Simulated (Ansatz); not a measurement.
# GaH3+ (doublet): the correlation ladder at angle H3–Ga1–H4 = 67.9°, aug-cc-pVDZ

Aim: climb from Hartree-Fock through coupled cluster and multireference methods for GaH3+ (doublet) at one geometry and basis, and see what each rung misses.

Method: aug-cc-pVDZ, core rule «outside noble gas», up to 14 orbitals frozen; program: Ansatz 0.2.0, Gaussian basis.

To be run: UHF; CCSD(T) on ROHF; CCSD(T) on UHF; BCCD(T) on ROHF; CISD; CCSDT(Q) on ROHF; CCSDT(Q) on UHF; CASSCF and MRCISD+Q, 3 electrons in 3 orbitals; CASSCF and NEVPT2, 3 electrons in 3 orbitals; Full CI.

21 further runs of the same task are left out: 7 for a known fault of the program, 10 that didn't finish, 4 set aside as unsound or not needed.

### 1 The system

The geometry derives from a PBE0/def2-TZVP stationary point (not a proven minimum). One angle is set to the value named; bond lengths are kept. No spin-orbit coupling is included. The filled d shell of Ga may be among the frozen orbitals whatever the setting's name suggests; the logs give the count.

4 atoms, charge 1, spin multiplicity 2.

Atoms are counted from 1 here; the program's logs count them from 0.

Bond lengths: Ga1–H3 1.532 Å, Ga1–H4 1.532 Å. Angles: H3–Ga1–H4 67.9°.

### 2 UHF

in.yaml reads:

```yaml
crystal:
  periodic: [false, false, false]
  atoms:
    - {symbol: Ga, position_ang: [0.000000, -0.006500, 0.000000]}
    - {symbol: H, position_ang: [0.000000, -2.079091, 0.000000]}
    - {symbol: H, position_ang: [0.000000, 1.264369, -0.855599]}
    - {symbol: H, position_ang: [0.000000, 1.264369, 0.855599]}
basis:
  gaussian: {orbitals: aug-cc-pVDZ}
total_charge: 1
magnetization: {spin_polarized: true, initial_magnetization: 1}
hamiltonian: {xc: hf}
output: {orbitals: {seedname: orbitals}}
```

Launch:

```bash
> ansatz run in.yaml --threads 1 --pin off --events-out ev --progress --plain --max-ram 2393MiB
```

Further steps of the session: CCSD(T) on ROHF; CCSD(T) on UHF; BCCD(T) on ROHF; CISD; CCSDT(Q) on ROHF; CCSDT(Q) on UHF; CASSCF and MRCISD+Q, 3 electrons in 3 orbitals; CASSCF and NEVPT2, 3 electrons in 3 orbitals; Full CI.

Q: Predict the results of all the runs planned. Wanted: FCI below the RHF energy; RMP2 from FCI; UMP2 from FCI; RCCSD from FCI; RCCSD(T) from FCI; UCCSD(T) from FCI; RCCSDT(Q) from FCI; UCCSDT(Q) from FCI; NEVPT2 pair from FCI.

**Answer**, as computed:

| quantity | value |
| --- | --- |
| FCI below the RHF energy | -2.6799 eV |
| RMP2 from FCI | +773.4 meV |
| UMP2 from FCI | +878.3 meV |
| RCCSD from FCI | +76.6 meV |
| RCCSD(T) from FCI | +23.9 meV |
| UCCSD(T) from FCI | +25.9 meV |
| RCCSDT(Q) from FCI | +0.6 meV |
| UCCSDT(Q) from FCI | -0.8 meV |
| NEVPT2 pair from FCI | +479.4 meV |
| MRCISD+Q pair from FCI | -22.0 meV |
| levels within 1 kcal/mol (43 meV) | RCCSD(T), UCCSD(T), BCCD(T), RCCSDT, UCCSDT, RCCSDT(Q), UCCSDT(Q), MRCISD+Q pair |
| T1 diagnostic | 0.031 |
| effectively unpaired electrons | 1.10 |

In words: RCCSD(T) lands +23.9 meV from the yardstick (0.9 % of the correlation energy). MRCISD+Q pair falls below full CI: the +Q correction isn't variational, and the cores differ from full CI's. One determinant dominates. Of the multireference levels listed MRCISD+Q pair comes nearest in total energy (-22.0 meV), which doesn't show that its space is the better one. These misses are within one basis, not against nature; the frozen cores of restricted and unrestricted runs differ, which can shift their rows.
